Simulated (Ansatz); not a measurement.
# Cu16HCF3: the cost of one run

Computed with Ansatz 0.2.0 (DFT PBE+D3(BJ), scalar-relativistic, plane waves, PAW, unless a step's input says otherwise).

2 further runs of the same task are left out: 2 set aside as unsound or not needed.

## 1. The structure to begin with

Symmetry: P4mm, No. 99, tetragonal system. The conventional cell has a = 2.520 Å, b = 2.520 Å, c = 21.345 Å, α = 90.00°, β = 90.00°, γ = 90.00°. Cu (site symmetry 4mm) is surrounded by 8 Cu at 2.52 Å. Cu (site symmetry 4mm) has 12 Cu at 2.52 to 2.55 Å as nearest neighbours. Cu (site symmetry 4mm) has 12 Cu at 2.51 to 2.55 Å as nearest neighbours. Cu (site symmetry 4mm) has 8 Cu at 2.51 to 2.52 Å as nearest neighbours.

Structure file:

```
CELL_PARAMETERS angstrom
5.03937 0.00000 0.00000
0.00000 5.03937 0.00000
0.00000 0.00000 21.34506
ATOMIC_POSITIONS crystal
Cu 0.25000 0.25000 0.37479
Cu 0.25000 0.75000 0.37479
Cu 0.75000 0.25000 0.37479
Cu 0.75000 0.75000 0.37479
Cu 0.50000 0.50000 0.45826
Cu 0.50000 0.00000 0.45826
Cu 0.00000 0.50000 0.45826
Cu 0.00000 0.00000 0.45826
Cu 0.75000 0.75000 0.54350
Cu 0.75000 0.25000 0.54350
Cu 0.25000 0.75000 0.54350
Cu 0.25000 0.25000 0.54350
Cu 0.00000 0.00000 0.62631
Cu 0.00000 0.50000 0.62631
Cu 0.50000 0.00000 0.62631
Cu 0.50000 0.50000 0.62631
```

Planes are indexed in the bulk's conventional cell (Fm-3m (No. 225)), a = 3.563 Å, b = 3.563 Å, c = 3.563 Å, α = 90.00°, β = 90.00°, γ = 90.00°.

This (100) slab, 5.3 Å thick as cut, with 16 Å of vacuum, in a 2×2 surface cell; its outer planes are Cu (top) and Cu (bottom), was relaxed beforehand with its lower half held: -106004.4347 eV, work function 4.52 eV.

## 2. CHF3, inverted, over a top (Cu) site

input.yaml

```yaml
crystal:
  lattice:
    - [5.0393684366, 0.0, 0.0]
    - [0.0, 5.0393684366, 0.0]
    - [0.0, 0.0, 25.5853573916]
  atoms:
    - { symbol: Cu, position: [0.25, 0.25, 0.312678845] }
    - { symbol: Cu, position: [0.25, 0.75, 0.312678845] }
    - { symbol: Cu, position: [0.75, 0.25, 0.312678845] }
    - { symbol: Cu, position: [0.75, 0.75, 0.312678845] }
    - { symbol: Cu, position: [0.5, 0.5, 0.3823157772] }
    - { symbol: Cu, position: [0.5, 0.0, 0.3823157772] }
    - { symbol: Cu, position: [0.0, 0.5, 0.3823157772] }
    - { symbol: Cu, position: [0.0, 0.0, 0.3823157772] }
    - { symbol: Cu, position: [0.75, 0.75, 0.4534255498] }
    - { symbol: Cu, position: [0.75, 0.25, 0.4534255498] }
    - { symbol: Cu, position: [0.25, 0.75, 0.4534255498] }
    - { symbol: Cu, position: [0.25, 0.25, 0.4534255498] }
    - { symbol: Cu, position: [0.0, 0.0, 0.5225077381] }
    - { symbol: Cu, position: [0.0, 0.5, 0.5225077381] }
    - { symbol: Cu, position: [0.5, 0.0, 0.5225077381] }
    - { symbol: Cu, position: [0.5, 0.5, 0.5225077381] }
    - { symbol: F, position: [0.6990724793, 0.7361083834, 0.6726053092] }
    - { symbol: C, position: [0.5766818098, 0.7974485317, 0.625820737] }
    - { symbol: F, position: [0.3531147307, 0.6417261126, 0.6198212117] }
    - { symbol: F, position: [0.75, 0.75, 0.5850435072] }
    - { symbol: H, position: [0.5187307216, 1.0098254125, 0.625820737] }
basis:
  ecutwfc: 420
kpoints:
  mp_grid: { grid: [4, 4, 1] }
hamiltonian:
  xc: pbe
  dispersion: d3bj
scf:
  occupations: { method: gaussian, width: 0.1 }
output:
  forces: true
  eigenvalues: true
relax:
  adjacent_minimum: "off"
  f_tol: 0.04
  max_steps: 100
  constraints: [{ sites: [0, 1, 2, 3, 4, 5, 6, 7] }]
efield:
  axis: 3
  dipole_correction: true
  ramp_width: 0.04
```

Command:

```bash
$ ansatz run input.yaml --threads 8 --pin off --max-ram 20480MiB --backend cpu --events-out ev --progress --plain --runs-dir out
```

What time and memory should one allow on 8 threads of Arm Neoverse V2, shared host?

About 8.2 min, with a peak of 4.2 GiB.
